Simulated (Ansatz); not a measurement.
# C3H10OSi: one species, many methods

Aim: compute C3H10OSi with functionals from several rungs and with coupled cluster. The yardstick is the atomisation energy at the CCSD(T) limit.

Computed with Ansatz 0.2.0, Gaussian basis. Level: functionals in def2-TZVPP, the program's frozen cores in correlated methods.

Plan: LDA (SPW92), PBE-D4, revPBE-D4, BLYP-D4, r2SCAN-D4, B97M-V, PBE0-D4, B3LYP-D4, r2SCANh-D4, r2SCAN0-D4, HSE06-D4, BHLYP-D4, CAM-B3LYP-D4, LC-ωPBE, ωB97X-V, ωB97M-V, B2PLYP, PBE-QIDH; CCSD(T)/def2-SVP; CCSD(T)/def2-TZVPP; MP2/def2-QZVPP; extrapolation to the limit; RPA on PBE.

## 1. The relaxed structure

All runs share one geometry, relaxed beforehand with PBE0-D4 in a triple-zeta def2 set.

SMILES `CC(C)(O)[SiH3]`, 15 atoms, charge 0, spin multiplicity 1.

Atoms are counted from 1 here; the program's logs count them from 0.

Bond lengths: C1–C2 1.522 Å, C1–H6 1.098 Å, C1–H7 1.093 Å, C1–H8 1.092 Å, C2–C3 1.522 Å, C2–O4 1.428 Å, C2–Si5 1.905 Å, C3–H9 1.098 Å, C3–H10 1.093 Å, C3–H11 1.092 Å, O4–H12 0.964 Å, Si5–H13 1.490 Å, Si5–H14 1.486 Å, Si5–H15 1.486 Å. Angles: C2–C1–H6 110.0°, C2–C1–H7 111.6°, C2–C1–H8 111.1°, H6–C1–H7 107.5°, H6–C1–H8 108.0°, H7–C1–H8 108.5°, C1–C2–C3 110.8°, C1–C2–O4 110.2°, C1–C2–Si5 110.7°, C3–C2–O4 110.2°, C3–C2–Si5 110.7°, O4–C2–Si5 104.0°, C2–C3–H9 110.0°, C2–C3–H10 111.6°, C2–C3–H11 111.1°, H9–C3–H10 107.5°, H9–C3–H11 108.0°, H10–C3–H11 108.5° and more.

## 2. LDA

This LDA is Slater exchange with PW92 correlation.

Input file in.yaml:

```yaml
crystal:
  periodic: [false, false, false]
  atoms:
    - {symbol: C, position_ang: [-1.030783, 0.433533, 0.993289]}
    - {symbol: C, position_ang: [-0.079502, -0.276073, 0.040723]}
    - {symbol: C, position_ang: [1.333413, -0.298060, 0.605558]}
    - {symbol: O, position_ang: [-0.532425, -1.607611, -0.208634]}
    - {symbol: Si, position_ang: [-0.106078, 0.548488, -1.676860]}
    - {symbol: H, position_ang: [-1.027114, -0.067338, 1.969884]}
    - {symbol: H, position_ang: [-0.735631, 1.473177, 1.156939]}
    - {symbol: H, position_ang: [-2.053082, 0.419136, 0.609997]}
    - {symbol: H, position_ang: [1.339655, -0.799120, 1.582045]}
    - {symbol: H, position_ang: [1.724024, 0.712121, 0.752948]}
    - {symbol: H, position_ang: [2.012199, -0.839536, -0.056453]}
    - {symbol: H, position_ang: [-0.541527, -2.083216, 0.629733]}
    - {symbol: H, position_ang: [0.350391, 1.959933, -1.540945]}
    - {symbol: H, position_ang: [0.810811, -0.166352, -2.601866]}
    - {symbol: H, position_ang: [-1.486153, 0.540318, -2.226957]}
basis:
  gaussian: {orbitals: def2-TZVPP}
hamiltonian: {xc: lda}
output: {orbitals: {seedname: orbitals}}
```

Command:

```
ansatz run in.yaml --threads 4 --pin off --events-out ev --progress --plain --max-ram 10444MiB
```

Further steps of the session: PBE-D4 (GGA); revPBE-D4 (GGA); BLYP-D4 (GGA); r2SCAN-D4 (meta-GGA); B97M-V (meta-GGA); B3LYP-D4 (hybrid); r2SCANh-D4 (hybrid); r2SCAN0-D4 (hybrid); HSE06-D4 (hybrid); BHLYP-D4 (hybrid); CAM-B3LYP-D4 (range-separated); LC-ωPBE (range-separated); ωB97X-V (range-separated); ωB97M-V (range-separated); B2PLYP (double hybrid); PBE-QIDH (double hybrid); CCSD(T) in def2-SVP; CCSD(T) in def2-TZVPP; MP2 in def2-QZVPP; RPA on PBE orbitals.

**Question.** What will the summary of the whole plan be? Wanted: atomisation energy, CCSD(T)/CBS; farthest beyond LDA; mean size of error, GGA; mean size of error, meta-GGA; mean size of error, hybrid; mean size of error, range-separated; mean size of error, double hybrid; gap, smallest and largest; T1 diagnostic.

The runs gave:

| quantity | value |
| --- | --- |
| atomisation energy, CCSD(T)/CBS | 5498.9 kJ/mol |
| functionals within 27.5 kJ/mol (0.5 %) | r2SCAN-D4, B97M-V, PBE0-D4, B3LYP-D4, r2SCANh-D4, HSE06-D4, CAM-B3LYP-D4, ωB97X-V, ωB97M-V |
| farthest beyond LDA | BHLYP-D4 (-132.8 kJ/mol) |
| mean size of error, GGA | 49.7 kJ/mol |
| mean size of error, meta-GGA | 4.4 kJ/mol |
| mean size of error, hybrid | 40.9 kJ/mol |
| mean size of error, range-separated | 16.8 kJ/mol |
| mean size of error, double hybrid | 56.2 kJ/mol |
| gap, smallest and largest | 6.05 eV (LDA (SPW92)), 13.44 eV (LC-ωPBE) |
| T1 diagnostic | 0.0105 |
| triples share of the correlation energy | 3.6 % |

The LDA atomisation energy is off by 721.7 kJ/mol (13 %): it overbinds. PBE-D4 is off by +55.8 kJ/mol. Double hybrids carry the basis error of their MP2 part in triple zeta, and no dispersion term here, so their miss is partly the set-up's. The rungs meta-GGA, range-separated miss on average by less than the doubt on the reference (27.5 kJ/mol), so they tie. Misses under about 27.5 kJ/mol are within the doubt on the reference itself, which lacks core-valence correlation, relativity and higher excitations. Hartree-Fock recovers 74 % of the binding; the rest is correlation. CCSD(T) in def2-SVP is off by -261.2 kJ/mol, worse than the median functional, from the basis alone. The gap grows from 6.0 to 13.4 eV across the functionals, mostly with the share of exact exchange.
